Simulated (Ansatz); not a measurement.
Task: an optical spectrum of SnSe2, space group P-3m1, with Ansatz 0.2.0, Python API. Give the script and its output. Settings: PBE, PAW, cutoff 422 eV, 6×6×4 k-points, fixed occupations.

`snse2.cif`
```cif
data_SnSe2
_cell_length_a 3.811000
_cell_length_b 3.811000
_cell_length_c 6.136000
_cell_angle_alpha 90.00000
_cell_angle_beta 90.00000
_cell_angle_gamma 120.00000
_symmetry_space_group_name_H-M 'P 1'
_symmetry_Int_Tables_number 1
loop_
_symmetry_equiv_pos_as_xyz
'x, y, z'
loop_
_atom_site_label
_atom_site_type_symbol
_atom_site_fract_x
_atom_site_fract_y
_atom_site_fract_z
Sn1 Sn    0.000000    0.000000    0.000000
Se2 Se    0.333333    0.666667    0.249000
Se3 Se    0.666667    0.333333    0.751000
```

`snse2_optics.py`:
```python
# -*- coding: utf-8 -*-
"""Independent-particle optical spectrum of SnSe2."""

import ansatz
from ase.io import read
import numpy as np

atoms = read("snse2.cif")
snse2 = ansatz.Crystal.from_ase(atoms)

calc = (
    snse2.calculation()
    .kpoints(6, 6, 4)
    .occupations("fixed")
    .pseudopotentials("paw")
    .basis(31 * ansatz.Ry)
    .functional(ansatz.Functional.PBE)
    .optics(energy_step=0.05, nscf_kmesh=(12, 12, 4), broadening_width=0.2)
)
res = calc.run()
spectra = res.optics()
energy, filling = np.asarray(spectra.photon_energy_ev), spectra.band_filling
gapped = filling.kind == "insulating"
eps1 = np.asarray(filling.eps1 if gapped else filling.eps1_interband)[:3].mean(axis=0)
eps2 = np.asarray(filling.eps2 if gapped else filling.eps2_interband)[:3].mean(axis=0)
print("filling:", filling.kind, "- valid up to", round(spectra.valid_up_to_ev, 2), "eV,", spectra.n_bands, "bands")
top = min(10, spectra.valid_up_to_ev)
# mean of xx, yy and zz; between bands only where the bands are partly filled
print("E (eV)    eps1      eps2")
for e in np.arange(0.5, top + 0.01, 0.5):
    print(f"{e:5.1f} {np.interp(e, energy, eps1):9.3f} {np.interp(e, energy, eps2):9.3f}")
if gapped:
    print("eps_inf, bands beyond those summed included:", np.round(filling.eps_inf[:3], 3))
print("f-sum electrons:", np.round(filling.get("f_sum_n_eff"), 3))
```

```console
$ python snse2_optics.py
DeckWarning: the atoms were moved onto the symmetric positions of the space group found under crystal.symmetry.tolerance 1.0e-5 (fractional; no operation is sought that the atoms, as they stand in a [...]
filling: insulating - valid up to 5.89 eV, 28 bands
E (eV)    eps1      eps2
  0.5    11.213     0.000
  1.0    12.568     0.073
  1.5    15.021     3.540
  2.0    12.434     6.781
  2.5     9.902     6.864
  3.0    12.589     5.795
  3.5    10.906    12.129
  4.0     7.065    13.461
  4.5     5.453    13.290
  5.0     1.367    16.511
  5.5    -2.429    12.224
eps_inf, bands beyond those summed included: [11.723 11.723 11.157]
f-sum electrons: [12.415 12.415 11.84 ]
```
(Warnings from the package without file and line, shortened.)

What to keep in mind:
- Averages over directions belong to no single polarisation, least of all in layered crystals.
- The structure is a deposited one; some such entries were measured under pressure or heat, so a shift against it needn't be the functional's error alone.
- Independent-particle spectra on Kohn-Sham bands hold no excitons, and semilocal gaps are too small.
- Finished in 3.2 min on 1 thread of Arm Neoverse N1, with other jobs on the host, peak memory 0.88 GiB.
